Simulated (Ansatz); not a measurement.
**CH3Ga+ (doublet): the correlation ladder, cc-pVTZ**

One table from this session's results is given with a row withheld; the runs are named, their logs left out.

Program: Ansatz 0.2.0, Gaussian basis. Level of theory: cc-pVTZ, core rule «outside noble gas», up to 15 orbitals frozen. These are calculated values, not measurements.

The runs, in order: UHF; CCSD(T) on ROHF; CCSD(T) on UHF; BCCD(T) on ROHF; CCSDT(Q) on ROHF; CCSDT(Q) on UHF.

3 further runs of the same task are left out: 2 for a known fault of the program, 1 set aside as unsound or not needed.

### What is computed

The geometry is a PBE0/def2-TZVP stationary point (not a proven minimum) of the parent state, kept for this charge and spin. No spin-orbit coupling is included. The filled d shell of Ga may be among the frozen orbitals whatever the setting's name suggests; the logs give the count.

5 atoms, charge 1, spin multiplicity 2.

Atoms are counted from 1 here; the program's logs count them from 0.

Bond lengths: C1–Ga2 2.035 Å, C1–H3 1.097 Å, C1–H4 1.097 Å, C1–H5 1.097 Å. Angles: Ga2–C1–H3 111.3°, Ga2–C1–H4 111.3°, Ga2–C1–H5 111.3°, H3–C1–H4 107.6°, H3–C1–H5 107.6°, H4–C1–H5 107.6°.

Coordinates:

```
C    -1.6598   -0.0175   -0.0004
Ga    0.3752    0.0040    0.0001
H    -2.0688    1.0000    0.0013
H    -2.0529   -0.5340    0.8834
H    -2.0525   -0.5310   -0.8862
```

Set-up of the first run:

in.yaml

```yaml
crystal:
  periodic: [false, false, false]
  atoms:
    - {symbol: C, position_ang: [-1.659818, -0.017478, -0.000395]}
    - {symbol: Ga, position_ang: [0.375183, 0.003951, 0.000089]}
    - {symbol: H, position_ang: [-2.068843, 0.999956, 0.001262]}
    - {symbol: H, position_ang: [-2.052900, -0.534005, 0.883440]}
    - {symbol: H, position_ang: [-2.052511, -0.530967, -0.886170]}
basis:
  gaussian: {orbitals: cc-pVTZ}
total_charge: 1
magnetization: {spin_polarized: true, initial_magnetization: 1}
hamiltonian: {xc: hf}
output: {orbitals: {seedname: orbitals}}
```

Launch:

```
$ ansatz run in.yaml --threads 1 --pin off --events-out ev --progress --plain --max-ram 2816MiB --backend cpu
```

Among the steps run: UHF; CCSD(T) on ROHF; CCSD(T) on UHF; BCCD(T) on ROHF; CCSDT(Q) on ROHF; CCSDT(Q) on UHF.

One table of the session follows, with a row left open; its other results are not shown here.

It belongs to the step «Misses and costs». 

| method | from UCCSDT(Q) (meV) |
| --- | --- |
| ROHF | +6676.9 |
| UHF | ? |
| RMP2 | +872.0 |
| UMP2 | +925.8 |
| RCCSD | +266.2 |
| UCCSD | +241.7 |
| RCCSD(T) | +33.6 |
| UCCSD(T) | +26.4 |
| BCCD(T) | +33.6 |
| RCCSDT | +19.3 |
| UCCSDT | +8.6 |
| RCCSDT(Q) | +10.0 |
| UCCSDT(Q) | 0 |

Q: Estimate the row for UHF from the others.

The run gave: from UCCSDT(Q) (meV): +6447.1. In the column «from UCCSDT(Q) (meV)» it lies between UMP2 (+925.8) and ROHF (+6676.9).

Limits of these values: Restricted and unrestricted rows rest on different reference determinants; where their highest levels disagree by more than a few hundredths of an eV, they describe different states and don't form one ladder.
